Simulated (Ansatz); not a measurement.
# C₂H₆BN (SMILES [BH3-][N+]#CC): a relaxed scan of the bond length B1–H6

An exercise on one series of results from a longer session: the logs are not shown, and one member is left open.

Method: single points in def2-TZVPP; program: Ansatz 0.2.0, Gaussian basis.

Levels: PBE-D4, r2SCAN-D4, PBE0-D4, B3LYP-D4, wB97M-V, Hartree-Fock, MP2, CCSD, CCSD(T). The scan takes 1.042, 1.077, 1.130, 1.191, 1.258, 1.331, 1.408, 1.490, 1.575 Å.

Cores are frozen in the correlated methods. B3LYP uses VWN-RPA correlation.

28 further runs of the same task are left out: 28 set aside as unsound or not needed.

## The system as given

The minimum, relaxed at PBE0-D4: SMILES `[BH3-][N+]#CC`, 10 atoms, charge 0, spin multiplicity 1.

Atoms are counted from 1 here; the program's logs count them from 0.

Bond lengths: B1–N2 1.536 Å, B1–H5 1.211 Å, B1–H6 1.211 Å, B1–H7 1.211 Å, N2–C3 1.142 Å, C3–C4 1.443 Å, C4–H8 1.091 Å, C4–H9 1.091 Å, C4–H10 1.091 Å. Angles: N2–B1–H5 105.7°, N2–B1–H6 105.7°, N2–B1–H7 105.7°, H5–B1–H6 112.9°, H5–B1–H7 112.9°, H6–B1–H7 112.9°, B1–N2–C3 180.0°, N2–C3–C4 179.9°, C3–C4–H8 109.9°, C3–C4–H9 109.9°, C3–C4–H10 109.9°, H8–C4–H9 109.1°, H8–C4–H10 109.1°, H9–C4–H10 109.1°.

Geometry (Å):

```csv
atom,x (Å),y (Å),z (Å)
B1,-1.0475,1.3025,-1.2295
N2,-0.2699,0.3377,-0.3222
C3,0.3090,-0.3798,0.3525
C4,1.0418,-1.2850,1.2040
H5,-1.7559,0.6044,-1.9210
H6,-1.6763,2.0204,-0.4835
H7,-0.2094,1.9019,-1.8663
H8,2.0790,-1.3503,0.8704
H9,1.0207,-0.9246,2.2340
H10,0.5915,-2.2784,1.1646
```

Energies of the minimum (eV), from earlier single points: PBE-D4 -4333.18642, r2SCAN-D4 -4336.31538, PBE0-D4 -4333.59220, B3LYP-D4 -4339.63816, wB97M-V -4336.74528, CCSD(T) -4329.38145.

At the minimum the bond length B1–H6 is 1.211 Å.

Set-up of the first run:

The input, relax/in.yaml:

```yaml
crystal:
  periodic: [false, false, false]
  atoms:
    - {symbol: B, position_ang: [-1.047545, 1.302498, -1.229512]}
    - {symbol: N, position_ang: [-0.269852, 0.337689, -0.322211]}
    - {symbol: C, position_ang: [0.308993, -0.379754, 0.352475]}
    - {symbol: C, position_ang: [1.041813, -1.284963, 1.204009]}
    - {symbol: H, position_ang: [-1.755872, 0.604439, -1.921050]}
    - {symbol: H, position_ang: [-1.588391, 1.920065, -0.587749]}
    - {symbol: H, position_ang: [-0.209392, 1.901902, -1.866314]}
    - {symbol: H, position_ang: [2.078954, -1.350323, 0.870418]}
    - {symbol: H, position_ang: [1.020682, -0.924631, 2.234022]}
    - {symbol: H, position_ang: [0.591490, -2.278370, 1.164634]}
basis:
  gaussian: {orbitals: def2-TZVP}
hamiltonian: {xc: pbe0, dispersion: d4}
relax: {f_tol: 0.005, max_steps: 200, constraints: [{distance: [0, 5]}]}
```

The command line of these runs was not kept.

Among the steps run: B1–H6 = 1.042 Å; B1–H6 = 1.077 Å; B1–H6 = 1.130 Å; B1–H6 = 1.191 Å; B1–H6 = 1.258 Å; B1–H6 = 1.331 Å; B1–H6 = 1.408 Å; B1–H6 = 1.490 Å; B1–H6 = 1.575 Å.

One table of the session follows, with a row left open; its other results are not shown here.

It belongs to the step «The curves». Energies less that of the minimum at the same level (kcal/mol):

```
bond length (Å)  PBE-D4  PBE0-D4  B3LYP-D4  wB97M-V  Hartree-Fock
          1.042     9.7      9.3       8.8      8.7           9.1
          1.077     5.8      5.5       5.1      5.0           5.2
          1.130     2.0      1.8       1.6      1.5           1.6
          1.191     0.2      0.1       0.1      0.0           0.0
1.211 (minimum)     0.0      0.0       0.0      0.0           0.0
          1.258     0.3      0.5       0.6      0.6           0.6
          1.331     2.4      2.9       3.0      3.2           3.2
          1.408     6.0      6.8       6.8      7.3           7.5
          1.490       ?        ?         ?        ?             ?
          1.575    16.3     17.9      17.6     18.8          19.4
```

Q: Estimate the row for bond length (Å) = 1.490 from the others.

Worked estimate for «PBE-D4». A straight line through the neighbours (1.408, 6.0) and (1.575, 16.3) gives 6.0 + (16.3 − 6.0) × (1.490 − 1.408) / (1.575 − 1.408) = 11.1; a parabola fitted to 3 rows on both sides gives 10.6.

As computed: PBE-D4: 10.8; PBE0-D4: 11.9; B3LYP-D4: 11.8; wB97M-V: 12.7; Hartree-Fock: 13.0. In «PBE-D4» the line misses by +0.3 and the parabola by -0.2.

Caveats from the session: A polynomial through the near points puts the CCSD(T) minimum 0.004 Å below the PBE0-D4 value.
